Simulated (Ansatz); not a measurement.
**CH5BN2: atomisation energy from a Python script**

How much energy holds CH5BN2 together? The task is an atomisation energy, for CH5BN2. SMILES: N=CBN.

Program: Ansatz 0.2.0, driven from Python. Level of theory: B3LYP/cc-pVDZ. These are calculated values, not measurements.

### 1 The system

Bond lengths: N1–C2 1.263 Å, C2–B3 1.543 Å, B3–N4 1.510 Å, N1–H5 1.093 Å, C2–H6 1.090 Å, B3–H7 1.214 Å, N4–H8 1.078 Å, N4–H9 1.077 Å. Angles: N1–C2–B3 117.3°, N1–C2–H6 122.4°, B3–C2–H6 120.3°, C2–N1–H5 117.9°, C2–B3–N4 123.0°, C2–B3–H7 120.8°, N4–B3–H7 115.7°, B3–N4–H8 102.7°, B3–N4–H9 110.4°, H8–N4–H9 102.6°.

The script holds or builds the structure itself.

### 2 Script

The input, ch5bn2.py:

```python
"""Energy to split CH5BN2 into its atoms."""

from collections import Counter

import ansatz as az
from ase import Atoms


def single_point(molecule, charge=0, unpaired=0):
    calc = molecule.calculation().basis(gaussian="cc-pVDZ").functional("b3lyp")
    if charge:
        calc = calc.charge(charge)
    if unpaired:
        calc = calc.spin("collinear", total=unpaired)
    return calc.run().report["free_energy_ev"]

atoms = Atoms(["N", "C", "B", "N", "H", "H", "H", "H", "H"], positions=[
    [0.0214, 1.2407, -1.5463],
    [-0.2751, 0.6738, -0.4578],
    [0.5104, -0.6009, -0.0869],
    [0.3356, -1.3225, 1.228],
    [-0.5563, 2.1215, -1.8371],
    [-1.0431, 1.0607, 0.2114],
    [1.4105, -1.005, -0.7944],
    [-0.709, -1.587, 1.2171],
    [0.3941, -0.6276, 2.0489],
])
molecule = az.Crystal.molecule_from_ase(atoms)

# unpaired electrons of the ground-state atoms
unpaired = {"N": 3, "C": 2, "B": 1, "H": 1}
counts = Counter(site.symbol for site in molecule.cartesian_sites)
atom_energy = {s: single_point(az.Crystal.molecule().atom(s, (0, 0, 0)), 0, unpaired[s]) for s in counts}
whole = single_point(molecule, 0, 0)
for s, e in atom_energy.items():
    print(f"{s:2s} x{counts[s]}  {e:14.5f} eV")
print(f"CH5BN2: {whole:.5f} eV")
split = sum(counts[s] * e for s, e in atom_energy.items()) - whole
print(f"atomisation energy (no zero-point term): {23.060548 * split:.1f} kcal/mol, {split / sum(counts.values()):.3f} eV an atom")
```

### 3 What the engine is handed

The engine receives this input (first run):

```yaml
crystal:
  periodic: [false, false, false]
  atoms:
    - { symbol: "N", position_ang: [0.0, 0.0, 0.0] }
basis:
  gaussian:
    orbitals: cc-pVDZ
hamiltonian:
  xc: b3lyp
magnetization:
  spin_polarized: true
  initial_magnetization: 3.0
```

### 4 Running it

On the command line:

```
$ python ch5bn2.py
```

Standard output:

```text
N  x2     -1485.44608 eV
C  x1     -1030.00471 eV
B  x1      -671.05652 eV
H  x5       -13.63992 eV
CH5BN2: -4773.90057 eV
atomisation energy (no zero-point term): 778.2 kcal/mol, 3.750 eV an atom
```

It took 2.2 s on 1 thread of AMD EPYC 7B13 (Zen 3), shared host; peak memory 0.22 GiB.

### 5 What changed from run to run

The engine's inputs for some of the other runs:

Run 2, against run 1:

```diff
@@ -4 +4 @@
-    - { symbol: "N", position_ang: [0.0, 0.0, 0.0] }
+    - { symbol: C, position_ang: [0.0, 0.0, 0.0] }
@@ -12 +12 @@
-  initial_magnetization: 3.0
+  initial_magnetization: 2.0
```

Run 3, against run 1:

```diff
@@ -4 +4 @@
-    - { symbol: "N", position_ang: [0.0, 0.0, 0.0] }
+    - { symbol: B, position_ang: [0.0, 0.0, 0.0] }
@@ -12 +12 @@
-  initial_magnetization: 3.0
+  initial_magnetization: 1.0
```

Run 4, against run 1:

```diff
@@ -4 +4 @@
-    - { symbol: "N", position_ang: [0.0, 0.0, 0.0] }
+    - { symbol: H, position_ang: [0.0, 0.0, 0.0] }
@@ -12 +12 @@
-  initial_magnetization: 3.0
+  initial_magnetization: 1.0
```

### 6 Run by run

From the records of these 5 runs:

| run | system | unpaired or total moment | energy (eV) | <S²> | SCF cycles | CPU time (s) |
| --- | --- | --- | --- | --- | --- | --- |
| 1 | N | 3 | -1485.4461 | 3.75 | 11 | 0.1 |
| 2 | C | 2 | -1030.0047 | 2.00 | 10 | 0.11 |
| 3 | B | 1 | -671.0565 | 0.75 | 12 | 0.1 |
| 4 | H | 1 | -13.6399 | 0.75 | 6 | 0.04 |
| 5 | CH5BN2 | not set | -4773.9006 | 0.00 | 17 | 1.3 |

Totals carry meaning only in balanced differences at one level of theory.

### 7 What came out

```
                         quantity           value
atomisation energy, no zero point  778.2 kcal/mol
                    runs compared               5
```

What this shows: Zero-point motion and spin-orbit terms of the atoms are left out, and both would lower it. 778.2 kcal/mol from the electronic energies, without the zero-point term. What to keep in mind:
- The geometry is a force-field or estimated start, not a minimum of this method, and the basis set is short of its limit. All parts are taken at fixed geometry, without zero-point energy.
- b3lyp holds the VWN-RPA fit, as in Gaussian; the form of ORCA and Turbomole is b3lyp5.
